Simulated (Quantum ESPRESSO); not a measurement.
A calculation with Quantum ESPRESSO 7.5 of CsLiCr2Te2S3 (native input, structure typed inline):

The input pw.in:

```
&CONTROL
  calculation = 'scf'
  prefix = 'pwscf'
  outdir = './tmp'
  pseudo_dir = './pseudo'
  tprnfor = .true.
  tstress = .true.
  disk_io = 'low'
/
&SYSTEM
  ibrav = 0
  celldm(1) = 8
  nat = 9
  ntyp = 5
  ecutwfc = 55
  ecutrho = 440
  nbnd = 49
  occupations = 'smearing'
  smearing = 'fd'
  degauss = 0.00367493
  nspin = 2
  starting_magnetization(1) = 0
  starting_magnetization(2) = 0
  starting_magnetization(3) = 0.2143
  starting_magnetization(4) = 0
  starting_magnetization(5) = 0
/
&ELECTRONS
  conv_thr = 1.8d-09
  electron_maxstep = 120
  mixing_beta = 0.3
/
ATOMIC_SPECIES
Cs   132.9055 Cs_pbe_v1.uspp.F.UPF
Li     6.9400 li_pbe_v1.4.uspp.F.UPF
Cr    51.9961 cr_pbe_v1.5.uspp.F.UPF
Te   127.6000 Te_pbe_v1.uspp.F.UPF
S     32.0600 s_pbe_v1.4.uspp.F.UPF
CELL_PARAMETERS alat
  1.4427869988905  -0.0044550293388   0.0013724135980
 -0.5405136391114   1.4011161756849   0.0007865984994
 -0.3270690733349  -0.5182455788903   1.7864053487619
ATOMIC_POSITIONS crystal
Cs     0.0634800000    0.1017800000    0.9939400000
Li     0.5702600000    0.5814300000    0.5740300000
Cr     0.0780100000    0.5013800000    0.5799000000
Cr     0.4316200000    0.0297200000    0.5372200000
Te     0.5445800000    0.7673200000    0.2819800000
Te     0.0114300000    0.6593200000    0.2990200000
S      0.7780000000    0.3713300000    0.7077300000
S      0.3940200000    0.8250800000    0.7487500000
S      0.1960500000    0.2300900000    0.4864600000
K_POINTS automatic
5 5 4 0 0 0
```

The input pp_density.in:

```
&INPUTPP
  prefix = 'pwscf'
  outdir = './tmp'
  filplot = 'density.dat'
  plot_num = 0
/
&PLOT
  nfile = 1
  filepp(1) = 'density.dat'
  iflag = 3
  output_format = 6
  fileout = 'density.cube'
/
```

The input pp_potential.in:

```
&INPUTPP
  prefix = 'pwscf'
  outdir = './tmp'
  filplot = 'potential.dat'
  plot_num = 11
/
&PLOT
  nfile = 1
  filepp(1) = 'potential.dat'
  iflag = 3
  output_format = 6
  fileout = 'potential.cube'
/
```

File pp_spin.in:

```
&INPUTPP
  prefix = 'pwscf'
  outdir = './tmp'
  filplot = 'spin.dat'
  plot_num = 6
/
&PLOT
  nfile = 1
  filepp(1) = 'spin.dat'
  iflag = 3
  output_format = 6
  fileout = 'spin.cube'
/
```

Potentials or basis: SSSP 1.3 efficiency PBE.

Launch:

```console
$ OMP_NUM_THREADS=1 mpirun -n 4 pw.x -nk 2 -in pw.in > pw.out
$ OMP_NUM_THREADS=1 mpirun -n 1 pp.x -in pp_density.in > pp_density.out
$ OMP_NUM_THREADS=1 mpirun -n 1 pp.x -in pp_potential.in > pp_potential.out
$ OMP_NUM_THREADS=1 mpirun -n 1 pp.x -in pp_spin.in > pp_spin.out
```

The cell was built by a generator and needn't be a form met in nature.

Question: Write the same calculation in another form: ASE script, structure typed inline.

Answer: As run:

Contents of run.py:

```python
import numpy as np
from ase.calculators.espresso import Espresso, EspressoProfile
from ase import Atoms

atoms = Atoms(['Cs', 'Li', 'Cr', 'Cr', 'Te', 'Te', 'S', 'S', 'S'],
              cell=[[6.10792, -0.01886, 0.00581], [-2.28822, 5.93151, 0.00333], [-1.38462, -2.19395, 7.5626]],
              scaled_positions=[[0.06348, 0.10178, 0.99394], [0.57026, 0.58143, 0.57403], [0.07801, 0.50138, 0.5799], [0.43162, 0.02972, 0.53722], [0.54458, 0.76732, 0.28198], [0.01143, 0.65932, 0.29902], [0.778, 0.37133, 0.70773], [0.39402, 0.82508, 0.74875], [0.19605, 0.23009, 0.48646]],
              pbc=True)
atoms.set_initial_magnetic_moments([0.0, 0.0, 3.0, 3.0, 0.0, 0.0, 0.0, 0.0, 0.0])

input_data = {
    'control': {'calculation': 'scf', 'prefix': 'pwscf', 'outdir': './tmp', 'tprnfor': True, 'tstress': True, 'disk_io': 'nowf'},
    'system': {'ecutwfc': 55.0, 'ecutrho': 440.0, 'nbnd': 49, 'occupations': 'smearing', 'smearing': 'fd', 'degauss': 0.00367493, 'nspin': 2},
    'electrons': {'conv_thr': 1.8e-09, 'electron_maxstep': 120, 'mixing_beta': 0.3},
}
pseudopotentials = {'Te': 'Te_pbe_v1.uspp.F.UPF', 'S': 's_pbe_v1.4.uspp.F.UPF', 'Li': 'li_pbe_v1.4.uspp.F.UPF', 'Cr': 'cr_pbe_v1.5.uspp.F.UPF', 'Cs': 'Cs_pbe_v1.uspp.F.UPF'}
profile = EspressoProfile(command='mpirun -n 4 pw.x -nk 2', pseudo_dir='pseudo')
dft = Espresso(profile=profile, input_data=input_data, pseudopotentials=pseudopotentials, kpts=(5, 5, 4), koffset=(0, 0, 0))
atoms.calc = dft

print(f'energy {atoms.get_potential_energy():.8f} eV')
print('forces (eV/A)')
print(np.round(atoms.get_forces(), 6))
print('stress (eV/A^3, Voigt)')
print(np.round(atoms.get_stress(), 8))
print(f'Fermi level {dft.get_fermi_level():.4f} eV')
```

Potentials or basis: SSSP 1.3 efficiency PBE.

The run is started by

```bash
$ OMP_NUM_THREADS=1 python run.py
```

Both were run:

|  | native input, structure typed inline | ASE script, structure typed inline |
| --- | --- | --- |
| Pressure | 0.0 GPa | 0.0 GPa |
| Largest force | 0.087 eV/Å | 0.087 eV/Å |
| Band gap on the k mesh | none (metal or under the smearing width) | none (metal or under the smearing width) |
| Net moment | 5.42 μB per cell | 5.42 μB per cell |
| Absolute moment | 6.56 μB per cell | 6.56 μB per cell |
| Site moments | Cs +0.00; Li +0.00; Cr +2.23, +2.55; Te -0.05, -0.10; S -0.04, -0.06, -0.08 μB | Cs +0.00; Li +0.00; Cr +2.23, +2.55; Te -0.05, -0.10; S -0.04, -0.06, -0.08 μB |
| Valence electrons inside the program's atomic spheres | Cs 7.50; Li 2.30; Cr 11.42, 11.38; Te 3.01; S 3.38, 3.40 | Cs 7.50; Li 2.30; Cr 11.42, 11.38; Te 3.01; S 3.38, 3.40 |

Keys that steer only the numerical path or the files written may differ.

Caveat: only a ferromagnetic start was run, and an antiferromagnetic order may lie lower in energy.
